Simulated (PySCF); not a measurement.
**BeH+: bond curves at several levels of theory**

One job finds the state of BeH+, follows it along the bond with each method and fits the curves.

Program: PySCF 2.14.0. Level of theory: Be def2-SVP, H def2-SVP, no relativity. These are calculated values, not measurements.

## (1) The job

A driver script around PySCF takes these settings:

| Item | Value |
| --- | --- |
| atoms | Be, H |
| charge | 1 |
| basis | Be def2-SVP, H def2-SVP |
| Hamiltonian | no relativity |
| basis functions | 14 |
| electrons treated | 4 |
| masses in u | 9.0122, 1.0078 |
| levels | PBE0, PBE, r²SCAN, M06-2X, r²SCANh, LDA, CAM-B3LYP, HF, MP2, SCS-MP2, CCSD, CCSD(T) |
| grid | 80 radial by 434 angular points |
| occupations | held fixed by the projection of orbital angular momentum |
| dissociation limit | Be+ + H, each in its ground configuration |
| starting distance in angstrom | 1.380 |
| values of 2S to try | 0, 2 |

The run is started by

```bash
$ OMP_NUM_THREADS=1 python dia.py task.json out
```

The job searches for the state first and then visits each distance with every level. Its results follow level by level.

## (2) Which determinant to follow

Unrestricted PBE0 solutions at 1.380 Å, counted from the lowest. The search isn't exhaustive.

| 2Ms+1 | unpaired | term | E (eV) | ⟨S²⟩ | ⟨Lz²⟩ | μ (D) |
| --- | --- | --- | --- | --- | --- | --- |
| 1 | none | ¹Σ⁺ | 0.00 | 0.00 | 0.00 | -2.92 |
| 3 | σ ↑↑ | ³Σ⁺ | 3.89 | 2.00 | 0.00 | 2.88 |
| 3 | σ ↑, π ↑ | ³Π | 5.54 | 2.00 | 1.00 | 0.54 |

A term symbol stands only where ⟨S²⟩ and ⟨Lz²⟩ are near those of a pure state. A positive dipole points from Be to H; in an ion it is taken about the centre of mass and does not tell which atom is negative.

Followed over a short scan are these candidates:

| 2Ms+1 | unpaired | R at minimum (Å) | energy at minimum (eV) |
| --- | --- | --- | --- |
| 1 | none | 1.33 | 0.00 |
| 3 | σ ↑↑ | not bracketed | ≤ 3.56 |

The search made 4 SCF attempts at the starting distance; with the short scans it took 0.99 s of wall time (1 thread, shared host).

## (3) The PBE0 curve of the state that the search chose

State followed: ¹Σ⁺ (singlet), closed shell. The scan is laid around 1.332 Å.

The SCF at the reference distance, 1.332 Å, printed:

```text
******** <class 'pyscf.dft.uks_symm.SymAdaptedUKS'> ********
method = SymAdaptedUKS
initial guess = minao
damping factor = 0
level_shift factor = 0
DIIS = <class 'pyscf.scf.diis.CDIIS'>
diis_start_cycle = 1
diis_space = 10
diis_damp = 0
SCF conv_tol = 1e-09
SCF conv_tol_grad = None
SCF max_cycles = 60
direct_scf = False
max_memory 909 MB (current use 217 MB)
number electrons alpha = 2  beta = 2
XC library pyscf.dft.libxc version 7.0.0
    S. Lehtola, C. Steigemann, M. J.T. Oliveira, and M. A.L. Marques.,  SoftwareX 7, 1–5 (2018)
XC functionals = PBE0
    C. Adamo and V. Barone.,  J. Chem. Phys. 110, 6158 (1999)
    M. Ernzerhof and G. E. Scuseria.,  J. Chem. Phys. 110, 5029 (1999)
small_rho_cutoff = 0
Overwritten attributes  get_j get_jk get_hcore get_k get_occ  of <class 'pyscf.dft.uks_symm.SymAdaptedUKS'>
Set gradient conv threshold to 3.16228e-05
init E= -14.9145417413717
cycle= 1 E= -14.897760521212  delta_E= 0.0168  |g|= 0.00245  |ddm|= 0.0242
cycle= 2 E= -14.897771111021  delta_E= -1.06e-05  |g|= 0.000896  |ddm|= 0.00674
cycle= 3 E= -14.8977717890092  delta_E= -6.78e-07  |g|= 0.0001  |ddm|= 0.00161
cycle= 4 E= -14.8977718119876  delta_E= -2.3e-08  |g|= 4.25e-05  |ddm|= 0.000371
cycle= 5 E= -14.8977718138541  delta_E= -1.87e-09  |g|= 2.09e-06  |ddm|= 8.8e-05
cycle= 6 E= -14.8977718138605  delta_E= -6.44e-12  |g|= 2.23e-08  |ddm|= 6.11e-06
Extra cycle  E= -14.8977718138605  delta_E=    0  |g|= 2.32e-09  |ddm|= 5.43e-08
converged SCF energy = -14.8977718138605  <S^2> = -1.3322676e-15  2S+1 = 1
```

The curve and what changes along it:

| R (Å) | E (eV) | μ (D) | Mulliken charge of Be (e) | Mayer bond order | ⟨S²⟩ | HOMO (eV) | LUMO (eV) |
| --- | --- | --- | --- | --- | --- | --- | --- |
| 1.1455 | 0.3620 | -3.12 | 0.89 | 0.99 | 0.00 | -17.62 | -10.40 |
| 1.1988 | 0.1694 | -3.09 | 0.89 | 0.99 | 0.00 | -17.44 | -10.44 |
| 1.2521 | 0.0560 | -3.04 | 0.89 | 0.99 | 0.00 | -17.27 | -10.47 |
| 1.2920 | 0.0131 | -3.01 | 0.89 | 0.99 | 0.00 | -17.14 | -10.49 |
| 1.3320 | 0.0000 | -2.97 | 0.90 | 0.99 | 0.00 | -17.01 | -10.52 |
| 1.3720 | 0.0120 | -2.93 | 0.90 | 0.99 | 0.00 | -16.88 | -10.54 |
| 1.4252 | 0.0601 | -2.87 | 0.90 | 0.99 | 0.00 | -16.72 | -10.58 |
| 1.4918 | 0.1612 | -2.79 | 0.90 | 0.99 | 0.00 | -16.52 | -10.62 |
| 1.5718 | 0.3267 | -2.67 | 0.90 | 0.99 | 0.00 | -16.30 | -10.67 |
| 1.6783 | 0.5959 | -2.50 | 0.90 | 0.99 | 0.00 | -16.02 | -10.75 |

Constants from the curve: Re = 1.332 Å, ωe = 2170 cm⁻¹, ωexe = 32.1 cm⁻¹, αe = 0.280 cm⁻¹, Be = 10.49 cm⁻¹, De = 2.92 eV, μ = -2.97 D.

Orbitals nearest the gap at 1.332 Å:

| spin | orbital | ε (eV) | filled | made of |
| --- | --- | --- | --- | --- |
| both | σ | -17.01 | yes | H s 44 %, Be s 41 %, Be p 14 % |
| both | σ | -10.52 | no | Be s 47 %, Be p 46 % |
| both | π | -8.28 | no | Be p 100 % |
| both | π | -8.28 | no | Be p 100 % |

Polarisability there: 13.4 bohr³ along the bond, 11.4 across it. Without diffuse functions these come out too small, above all across the bond.

## (4) Fields at the reference distance

The fields below are evaluated on a grid from the run's orbitals.

Frontier orbitals at PBE0, with the share of their density that lies nearest to each atom:

| orbital | energy (eV) | lies on |
| --- | --- | --- |
| HOMO-1 | -122.69 | Be1 100 % |
| HOMO | -17.01 | H2 65 %; Be1 35 % |
| LUMO | -10.52 | Be1 90 %; H2 10 % |

ELF in a plane through or near 2 of the atoms.

Ten even steps from '0' (0.00) to '9' (1.00):
```
0000000000000000000000000000
0000000000001000000000000000
0000000002467765300000000000
0000000158999999975100000000
0000001279999999998400000000
0000003699999999999952000000
0000004787789999999997100000
0000002310015899999999310000
0000000002431499999999620000
0000000029992399999999730000
0000000029992399999999730000
0000000002441499999999620000
0000002310015899999999310000
0000004788789999999997100000
0000003699999999999952000000
0000001279999999998400000000
0000000158999999975100000000
0000000002467766300000000000
0000000000001100000000000000
0000000000000000000000000000
```
The map spans 6.5 Å across and 5.2 Å up, centred on the molecule. Atoms in the plane (x, y in Å): Be1 (-0.7, 0.0), H2 (0.7, 0.0).

On the surface of density 0.002 e/bohr³ the electrostatic potential runs, from the 1st to the 99th percentile, from 5.29 to 19.74 V.

## (5) Excited determinants

State 2: ³Σ⁺ (triplet), unpaired electrons σ ↑↑, an excited solution.

Output of the SCF at 1.332 Å:

```text
[... 13 set-up lines left out, the same as in an earlier log ...]
max_memory 909 MB (current use 233 MB)
number electrons alpha = 3  beta = 1
[... 7 set-up lines left out, the same as in an earlier log ...]
init E= -14.752843109102
cycle= 1 E= -14.7471347291269  delta_E= 0.00571  |g|= 0.00227  |ddm|= 0.0297
cycle= 2 E= -14.7471393831974  delta_E= -4.65e-06  |g|= 0.000192  |ddm|= 0.00472
cycle= 3 E= -14.7471394508438  delta_E= -6.76e-08  |g|= 2.89e-05  |ddm|= 0.00111
cycle= 4 E= -14.7471394527575  delta_E= -1.91e-09  |g|= 2.29e-06  |ddm|= 0.000252
cycle= 5 E= -14.7471394527703  delta_E= -1.28e-11  |g|= 4.7e-08  |ddm|= 2.55e-05
Extra cycle  E= -14.7471394527703  delta_E= -3.55e-15  |g|= 7.08e-09  |ddm|= 4.33e-07
converged SCF energy = -14.7471394527703  <S^2> = 2.0000017  2S+1 = 3.0000011
```

No constants are quoted: no minimum is bracketed among the points kept.

Energy (eV) from the lowest point of the lowest state:

| R (Å) | lowest | state 2 |
| --- | --- | --- |
| 1.145 | 0.362 | 5.273 |
| 1.199 | 0.169 | 4.854 |
| 1.252 | 0.056 | 4.508 |
| 1.292 | 0.013 | 4.289 |
| 1.332 | 0.000 | 4.099 |
| 1.372 | 0.012 | 3.934 |
| 1.425 | 0.060 | 3.746 |
| 1.492 | 0.161 | 3.556 |
| 1.572 | 0.327 | 3.377 |
| 1.678 | 0.596 | 3.203 |

## (6) PBE (GGA)

Output of the SCF at 1.332 Å:

```text
[... 17 set-up lines left out, the same as in an earlier log ...]
XC functionals = PBE
    J. P. Perdew, K. Burke, and M. Ernzerhof.,  Phys. Rev. Lett. 77, 3865 (1996)
    J. P. Perdew, K. Burke, and M. Ernzerhof.,  Phys. Rev. Lett. 78, 1396 (1997)
    J. P. Perdew, K. Burke, and M. Ernzerhof.,  Phys. Rev. Lett. 77, 3865 (1996)
    J. P. Perdew, K. Burke, and M. Ernzerhof.,  Phys. Rev. Lett. 78, 1396 (1997)
[... 2 set-up lines left out, the same as in an earlier log ...]
init E= -14.8886058124483
cycle= 1 E= -14.8887648772699  delta_E= -0.000159  |g|= 0.00545  |ddm|= 0.0446
cycle= 2 E= -14.8887676164842  delta_E= -2.74e-06  |g|= 0.00504  |ddm|= 0.023
cycle= 3 E= -14.8888023361035  delta_E= -3.47e-05  |g|= 0.000131  |ddm|= 0.0122
cycle= 4 E= -14.8888023569945  delta_E= -2.09e-08  |g|= 1.62e-05  |ddm|= 0.000345
cycle= 5 E= -14.8888023572985  delta_E= -3.04e-10  |g|= 6.98e-07  |ddm|= 2.87e-05
Extra cycle  E= -14.8888023572985  delta_E= -3.91e-14  |g|= 6.5e-07  |ddm|= 3.2e-06
converged SCF energy = -14.8888023572985  <S^2> = -1.3322676e-15  2S+1 = 1
```

Re = 1.342 Å, ωe = 2095 cm⁻¹, ωexe = 34.0 cm⁻¹, αe = 0.298 cm⁻¹, Be = 10.32 cm⁻¹, De = 2.94 eV, μ = -2.83 D. 1.2 s of CPU time for 12 points, integrals apart.

## (7) r²SCAN (meta-GGA)

Output of the SCF at 1.332 Å:

```text
[... 13 set-up lines left out, the same as in an earlier log ...]
max_memory 909 MB (current use 235 MB)
[... 3 set-up lines left out, the same as in an earlier log ...]
XC functionals = R2SCAN
    J. W. Furness, A. D. Kaplan, J. Ning, J. P. Perdew, and J. Sun.,  J. Phys. Chem. Lett. 11, 8208-8215 (2020)
    J. W. Furness, A. D. Kaplan, J. Ning, J. P. Perdew, and J. Sun.,  J. Phys. Chem. Lett. 11, 9248-9248 (2020)
    J. W. Furness, A. D. Kaplan, J. Ning, J. P. Perdew, and J. Sun.,  J. Phys. Chem. Lett. 11, 8208-8215 (2020)
    J. W. Furness, A. D. Kaplan, J. Ning, J. P. Perdew, and J. Sun.,  J. Phys. Chem. Lett. 11, 9248-9248 (2020)
[... 2 set-up lines left out, the same as in an earlier log ...]
init E= -14.9170254442896
cycle= 1 E= -14.9171337659879  delta_E= -0.000108  |g|= 0.00636  |ddm|= 0.0425
cycle= 2 E= -14.9171616980413  delta_E= -2.79e-05  |g|= 0.00382  |ddm|= 0.0214
cycle= 3 E= -14.9171794818358  delta_E= -1.78e-05  |g|= 0.000148  |ddm|= 0.00891
cycle= 4 E= -14.9171795149622  delta_E= -3.31e-08  |g|= 4.51e-06  |ddm|= 0.000578
cycle= 5 E= -14.9171795150081  delta_E= -4.6e-11  |g|= 7.84e-07  |ddm|= 1.8e-05
Extra cycle  E= -14.917179515009  delta_E= -8.85e-13  |g|= 2.95e-07  |ddm|= 3.37e-06
converged SCF energy = -14.917179515009  <S^2> = -1.7763568e-15  2S+1 = 1
```

Re = 1.327 Å, ωe = 2200 cm⁻¹, ωexe = 32.9 cm⁻¹, αe = 0.285 cm⁻¹, Be = 10.57 cm⁻¹, De = 2.96 eV, μ = -3.10 D. 1.9 s of CPU time for 12 points, integrals apart.

## (8) M06-2X (hybrid meta-GGA)

The SCF at the reference distance, 1.332 Å, printed:

```text
[... 13 set-up lines left out, the same as in an earlier log ...]
max_memory 909 MB (current use 236 MB)
[... 3 set-up lines left out, the same as in an earlier log ...]
XC functionals = M062X
    Y. Zhao and D. G. Truhlar.,  Theor. Chem. Acc. 120, 215 (2008)
    Y. Zhao and D. G. Truhlar.,  Theor. Chem. Acc. 120, 215 (2008)
[... 2 set-up lines left out, the same as in an earlier log ...]
init E= -14.9244869727033
cycle= 1 E= -14.9245371088926  delta_E= -5.01e-05  |g|= 0.000477  |ddm|= 0.00798
cycle= 2 E= -14.9245372628587  delta_E= -1.54e-07  |g|= 6.78e-05  |ddm|= 0.000708
cycle= 3 E= -14.9245372727063  delta_E= -9.85e-09  |g|= 1.94e-05  |ddm|= 0.000178
cycle= 4 E= -14.9245372735263  delta_E= -8.2e-10  |g|= 1.74e-06  |ddm|= 6.64e-05
Extra cycle  E= -14.9245372735321  delta_E= -5.74e-12  |g|= 5.6e-07  |ddm|= 5.72e-06
converged SCF energy = -14.9245372735321  <S^2> = -4.4408921e-16  2S+1 = 1
```

Re = 1.322 Å, ωe = 2205 cm⁻¹, ωexe = 31.7 cm⁻¹, αe = 0.286 cm⁻¹, Be = 10.63 cm⁻¹, De = 3.09 eV, μ = -2.96 D.

## (9) r²SCANh (hybrid meta-GGA)

Log of the SCF at 1.332 Å:

```text
[... 17 set-up lines left out, the same as in an earlier log ...]
XC functionals = HYB_MGGA_XC_R2SCANH
    M. Bursch, H. Neugebauer, S. Ehlert, and S. Grimme.,  J. Chem. Phys. 156, 134105 (2022)
[... 2 set-up lines left out, the same as in an earlier log ...]
init E= -14.9170812472009
cycle= 1 E= -14.9172254482103  delta_E= -0.000144  |g|= 0.0052  |ddm|= 0.0401
cycle= 2 E= -14.9172470908423  delta_E= -2.16e-05  |g|= 0.0022  |ddm|= 0.0141
cycle= 3 E= -14.9172532327702  delta_E= -6.14e-06  |g|= 0.000212  |ddm|= 0.00537
cycle= 4 E= -14.9172532971105  delta_E= -6.43e-08  |g|= 6.5e-06  |ddm|= 0.000668
cycle= 5 E= -14.917253297195  delta_E= -8.45e-11  |g|= 4.73e-07  |ddm|= 3.01e-05
Extra cycle  E= -14.9172532971953  delta_E= -3.3e-13  |g|= 1.17e-07  |ddm|= 2.05e-06
converged SCF energy = -14.9172532971953  <S^2> = -1.3322676e-15  2S+1 = 1
```

Re = 1.325 Å, ωe = 2215 cm⁻¹, ωexe = 32.5 cm⁻¹, αe = 0.281 cm⁻¹, Be = 10.60 cm⁻¹, De = 2.96 eV, μ = -3.12 D. 1.9 s of CPU time for 12 points, integrals apart.

## (10) LDA (local density)

The SCF at the reference distance, 1.332 Å, printed:

```text
[... 17 set-up lines left out, the same as in an earlier log ...]
XC functionals = LDA,VWN
    P. A. M. Dirac.,  Math. Proc. Cambridge Philos. Soc. 26, 376 (1930)
    F. Bloch.,  Z. Phys. 57, 545 (1929)
    S. H. Vosko, L. Wilk, and M. Nusair.,  Can. J. Phys. 58, 1200 (1980)
[... 2 set-up lines left out, the same as in an earlier log ...]
init E= -14.6961141525272
cycle= 1 E= -14.6964936049572  delta_E= -0.000379  |g|= 0.0118  |ddm|= 0.0523
cycle= 2 E= -14.6965190721594  delta_E= -2.55e-05  |g|= 0.011  |ddm|= 0.0508
cycle= 3 E= -14.6966770417768  delta_E= -0.000158  |g|= 0.000163  |ddm|= 0.0255
cycle= 4 E= -14.6966770697073  delta_E= -2.79e-08  |g|= 8.48e-06  |ddm|= 0.00037
cycle= 5 E= -14.6966770698145  delta_E= -1.07e-10  |g|= 3.87e-06  |ddm|= 3.87e-05
Extra cycle  E= -14.6966770698169  delta_E= -2.47e-12  |g|= 3.28e-06  |ddm|= 1.61e-05
converged SCF energy = -14.6966770698169  <S^2> = -2.220446e-15  2S+1 = 1
```

Re = 1.352 Å, ωe = 2068 cm⁻¹, ωexe = 33.0 cm⁻¹, αe = 0.288 cm⁻¹, Be = 10.18 cm⁻¹, De = 3.27 eV, μ = -2.81 D. 0.82 s of CPU time for 12 points, integrals apart.

## (11) CAM-B3LYP (range-separated hybrid)

Log of the SCF at 1.332 Å:

```text
[... 17 set-up lines left out, the same as in an earlier log ...]
XC functionals = CAMB3LYP
    T. Yanai, D. P. Tew, and N. C. Handy.,  Chem. Phys. Lett. 393, 51 (2004)
[... 2 set-up lines left out, the same as in an earlier log ...]
init E= -14.9099520575421
cycle= 1 E= -14.910023600287  delta_E= -7.15e-05  |g|= 0.00161  |ddm|= 0.0161
cycle= 2 E= -14.9100279082686  delta_E= -4.31e-06  |g|= 0.000427  |ddm|= 0.00352
cycle= 3 E= -14.9100283948415  delta_E= -4.87e-07  |g|= 6.34e-05  |ddm|= 0.00143
cycle= 4 E= -14.9100284045989  delta_E= -9.76e-09  |g|= 8.14e-06  |ddm|= 0.000246
cycle= 5 E= -14.9100284046635  delta_E= -6.46e-11  |g|= 3.27e-07  |ddm|= 2.2e-05
Extra cycle  E= -14.9100284046637  delta_E= -2.06e-13  |g|= 8.52e-08  |ddm|= 1.2e-06
converged SCF energy = -14.9100284046637  <S^2> = -1.7763568e-15  2S+1 = 1
```

Re = 1.326 Å, ωe = 2194 cm⁻¹, ωexe = 31.4 cm⁻¹, αe = 0.279 cm⁻¹, Be = 10.58 cm⁻¹, De = 3.10 eV, μ = -2.94 D.

## (12) RHF

The SCF at the reference distance, 1.332 Å, printed:

```text
******** <class 'pyscf.scf.hf_symm.SymAdaptedRHF'> ********
method = SymAdaptedRHF
[... 11 set-up lines left out, the same as in an earlier log ...]
max_memory 909 MB (current use 237 MB)
Overwritten attributes  get_j get_jk get_hcore get_k get_occ  of <class 'pyscf.scf.hf_symm.SymAdaptedRHF'>
[... 1 set-up line left out, the same as in an earlier log ...]
init E= -14.8345462159383
cycle= 1 E= -14.8353698422797  delta_E= -0.000824  |g|= 0.00943  |ddm|= 0.0886
cycle= 2 E= -14.8354517648828  delta_E= -8.19e-05  |g|= 0.00359  |ddm|= 0.0252
cycle= 3 E= -14.8354717978365  delta_E= -2e-05  |g|= 0.000988  |ddm|= 0.0129
cycle= 4 E= -14.83547349088  delta_E= -1.69e-06  |g|= 0.0001  |ddm|= 0.00394
cycle= 5 E= -14.8354735020584  delta_E= -1.12e-08  |g|= 2.85e-06  |ddm|= 0.000423
cycle= 6 E= -14.8354735020651  delta_E= -6.65e-12  |g|= 2.8e-07  |ddm|= 7.53e-06
Extra cycle  E= -14.8354735020652  delta_E= -6.39e-14  |g|= 7.44e-08  |ddm|= 9.43e-07
converged SCF energy = -14.8354735020652
```

Re = 1.318 Å, ωe = 2301 cm⁻¹, ωexe = 29.5 cm⁻¹, αe = 0.252 cm⁻¹, Be = 10.71 cm⁻¹, De = 2.05 eV, μ = -3.25 D. 0.1 s of CPU time for 12 points, integrals apart.

## (13) Correlated methods on the Hartree–Fock reference

Reference: RHF; core orbitals frozen: none.

The coupled-cluster run at the reference distance, 1.332 Å, printed:

```text
******** <class 'pyscf.cc.ccsd.CCSD'> ********
CC2 = 0
CCSD nocc = 2, nmo = 14
frozen orbitals []
max_cycle = 80
direct = 0
conv_tol = 1e-07
conv_tol_normt = 1e-05
diis_space = 8
diis_start_cycle = 0
diis_start_energy_diff = 1e+09
max_memory 909 MB (current use 237 MB)
Init t2, MP2 energy = -14.8577940461167  E_corr(MP2) -0.022320544051515
Init E_corr(CCSD) = -0.0223205440515194
cycle = 1  E_corr(CCSD) = -0.0275664280865528  dE = -0.00524588404  norm(t1,t2) = 0.0253324
cycle = 2  E_corr(CCSD) = -0.0291728183742682  dE = -0.00160639029  norm(t1,t2) = 0.010806
cycle = 3  E_corr(CCSD) = -0.0302444461973959  dE = -0.00107162782  norm(t1,t2) = 0.00618384
cycle = 4  E_corr(CCSD) = -0.0302573523819966  dE = -1.29061846e-05  norm(t1,t2) = 0.00249848
cycle = 5  E_corr(CCSD) = -0.0302472397270501  dE = 1.01126549e-05  norm(t1,t2) = 0.000300663
cycle = 6  E_corr(CCSD) = -0.030247427028353  dE = -1.87301303e-07  norm(t1,t2) = 5.37535e-05
cycle = 7  E_corr(CCSD) = -0.0302470543177383  dE = 3.72710615e-07  norm(t1,t2) = 1.14816e-05
cycle = 8  E_corr(CCSD) = -0.0302471461970942  dE = -9.18793559e-08  norm(t1,t2) = 1.50731e-06
CCSD converged
E(CCSD) = -14.86572064826225  E_corr = -0.03024714619709416
CCSD(T) correction = -1.62333892184256e-05
```

Correlation energy (eV) along the bond:

| R (Å) | MP2 | SCS-MP2 | CCSD | CCSD(T) | T1 |
| --- | --- | --- | --- | --- | --- |
| 1.145 | -0.618 | -0.740 | n/a | n/a | n/a |
| 1.199 | -0.613 | -0.733 | -0.820 | -0.820 | 0.011 |
| 1.252 | -0.609 | -0.729 | -0.818 | -0.818 | 0.012 |
| 1.292 | -0.608 | -0.728 | -0.819 | -0.820 | 0.013 |
| 1.332 | -0.607 | -0.727 | -0.823 | -0.824 | 0.014 |
| 1.372 | -0.608 | -0.729 | -0.829 | -0.830 | 0.015 |
| 1.425 | -0.611 | -0.733 | -0.841 | -0.842 | 0.016 |
| 1.492 | -0.618 | -0.741 | -0.862 | -0.862 | 0.018 |
| 1.572 | -0.631 | -0.756 | -0.896 | -0.897 | 0.021 |
| 1.678 | -0.654 | -0.784 | n/a | n/a | n/a |

RHF-MP2: Re = 1.318 Å, ωe = 2252 cm⁻¹, ωexe = 33.4 cm⁻¹, αe = 0.283 cm⁻¹, Be = 10.71 cm⁻¹, De = 2.64 eV.

RHF-SCS-MP2: Re = 1.318 Å, ωe = 2242 cm⁻¹, ωexe = 34.3 cm⁻¹, αe = 0.289 cm⁻¹, Be = 10.71 cm⁻¹, De = 2.76 eV.

RHF-CCSD: Re = 1.324 Å, ωe = 2171 cm⁻¹, ωexe = 40.3 cm⁻¹, αe = 0.326 cm⁻¹, Be = 10.61 cm⁻¹, De = 2.86 eV.

RHF-CCSD(T): Re = 1.324 Å, ωe = 2170 cm⁻¹, ωexe = 40.4 cm⁻¹, αe = 0.326 cm⁻¹, Be = 10.61 cm⁻¹, De = 2.86 eV.

## (14) The curves together

Energy (eV) from each level's lowest point:

| R (Å) | RHF | RHF-MP2 | RHF-SCS-MP2 | RHF-CCSD | RHF-CCSD(T) | LDA | PBE | r²SCAN | r²SCANh | PBE0 | M06-2X | CAM-B3LYP |
| --- | --- | --- | --- | --- | --- | --- | --- | --- | --- | --- | --- | --- |
| 1.145 | 0.336 | 0.325 | 0.324 | n/a | n/a | 0.414 | 0.385 | 0.350 | 0.345 | 0.362 | 0.333 | 0.342 |
| 1.199 | 0.147 | 0.141 | 0.141 | 0.150 | 0.150 | 0.208 | 0.187 | 0.160 | 0.156 | 0.169 | 0.149 | 0.156 |
| 1.252 | 0.040 | 0.038 | 0.038 | 0.045 | 0.045 | 0.079 | 0.067 | 0.050 | 0.047 | 0.056 | 0.044 | 0.048 |
| 1.292 | 0.004 | 0.004 | 0.004 | 0.008 | 0.008 | 0.025 | 0.019 | 0.010 | 0.009 | 0.013 | 0.007 | 0.009 |
| 1.332 | 0.000 | 0.000 | 0.000 | 0.000 | 0.000 | 0.000 | 0.000 | 0.000 | 0.000 | 0.000 | 0.000 | 0.000 |
| 1.372 | 0.022 | 0.021 | 0.021 | 0.016 | 0.016 | 0.000 | 0.005 | 0.015 | 0.017 | 0.012 | 0.018 | 0.016 |
| 1.425 | 0.086 | 0.082 | 0.081 | 0.068 | 0.068 | 0.032 | 0.044 | 0.068 | 0.071 | 0.060 | 0.073 | 0.069 |
| 1.492 | 0.210 | 0.199 | 0.197 | 0.171 | 0.171 | 0.112 | 0.131 | 0.175 | 0.181 | 0.161 | 0.183 | 0.176 |
| 1.572 | 0.407 | 0.383 | 0.378 | 0.334 | 0.334 | 0.252 | 0.279 | 0.346 | 0.356 | 0.327 | 0.359 | 0.349 |
| 1.678 | 0.722 | 0.676 | 0.666 | n/a | n/a | 0.488 | 0.523 | 0.622 | 0.638 | 0.596 | 0.642 | 0.628 |

## (15) Results

Lowest PBE0 solution found, without spin–orbit coupling: ¹Σ⁺ (singlet), closed shell. The other levels ran on it alone.

| level | Re (Å) | ωe (cm⁻¹) | De (eV) | μ (D) |
| --- | --- | --- | --- | --- |
| RHF | 1.318 | 2301 | 2.05 | -3.25 |
| RHF-MP2 | 1.318 | 2252 | 2.64 | n/a |
| RHF-SCS-MP2 | 1.318 | 2242 | 2.76 | n/a |
| RHF-CCSD | 1.324 | 2171 | 2.86 | n/a |
| RHF-CCSD(T) | 1.324 | 2170 | 2.86 | n/a |
| LDA | 1.352 | 2068 | 3.27 | -2.81 |
| PBE | 1.342 | 2095 | 2.94 | -2.83 |
| r²SCAN | 1.327 | 2200 | 2.96 | -3.10 |
| r²SCANh | 1.325 | 2215 | 2.96 | -3.12 |
| PBE0 | 1.332 | 2170 | 2.92 | -2.97 |
| M06-2X | 1.322 | 2205 | 3.09 | -2.96 |
| CAM-B3LYP | 1.326 | 2194 | 3.10 | -2.94 |

De is counted to Be+ + H in their ground configurations. A positive dipole points from Be to H; in an ion it is taken about the centre of mass and does not tell which atom is negative.

Differences from CCSD(T) in the same basis:

| level | Re (mÅ) | ωe (%) |
| --- | --- | --- |
| RHF | -6 | +6.0 |
| RHF-MP2 | -6 | +3.8 |
| RHF-SCS-MP2 | -6 | +3.3 |
| RHF-CCSD | 0 | 0.0 |
| LDA | +28 | -4.7 |
| PBE | +18 | -3.5 |
| r²SCAN | +2 | +1.4 |
| r²SCANh | 0 | +2.1 |
| PBE0 | +8 | 0.0 |
| M06-2X | -2 | +1.6 |
| CAM-B3LYP | +1 | +1.1 |

Time per point (s) on 1 thread, shared host (CPU time, shared integrals of 0.0049 s apart; correlated levels include their reference; CCSD comes with the CCSD(T) run); the times are rough: RHF 0.01, RHF-MP2 0.012, RHF-SCS-MP2 0.012, LDA 0.069, PBE 0.1, r²SCAN 0.16, r²SCANh 0.16, PBE0 0.18, M06-2X 0.16, CAM-B3LYP 0.16; the reference 0.073.

What this shows: Against CCSD(T) in the same basis, the bond length is nearest at RHF-CCSD and r²SCANh (0 mÅ) and farthest at LDA (+28 mÅ); the wavenumber is nearest at RHF-CCSD and PBE0 (0.0 %) and farthest at RHF (+6.0 %). Hartree–Fock falls on the short and stiff side, its usual fault. PBE has the long and soft bond that GGAs tend to give. CCSD(T) in a basis this small is itself some way from its limit, more so than the functionals. Of the levels with a De here, RHF gives the least (2.05 eV) and LDA the most (3.27 eV).
